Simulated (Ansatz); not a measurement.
Crystal: MnPt2.

```
Pt Mn
1.0
     2.85840    0.00000    0.00000
    -1.42920    2.47545    0.00000
     0.00000    0.00000    6.53250
Pt Mn
2 1
Direct
  0.66667 0.33333 0.31621
  0.33333 0.66667 0.68379
  0.00000 0.00000 0.00000
```

The cell comes from a database or a generator and needn't be the stable form of this composition.

Alike in all runs: program Ansatz 0.2.0; functional PBE; potentials or basis Ansatz PAW; cutoff 420 eV (not typed: the program's choice for these potentials); k mesh 11 × 11 × 4; occupations fermi-dirac, width 0.05 eV.

The same cell was started in several ways:

```csv
start,free energy over the lowest (meV/atom),net moment (μB),site or absolute moments (μB),gap
"collinear spin, ferromagnetic start of up to 4 μB",0.0,4.55,Pt +0.32; Mn +3.74,none (metal or under the smearing width)
no spin polarisation,283.1,-,-,none (metal or under the smearing width)
"collinear spin, random start of up to 0.25 μB",0.0,4.55,Pt +0.32; Mn +3.74,none (metal or under the smearing width)
```

Allowing spin polarisation gains 283 meV/atom. A still lower state may exist.
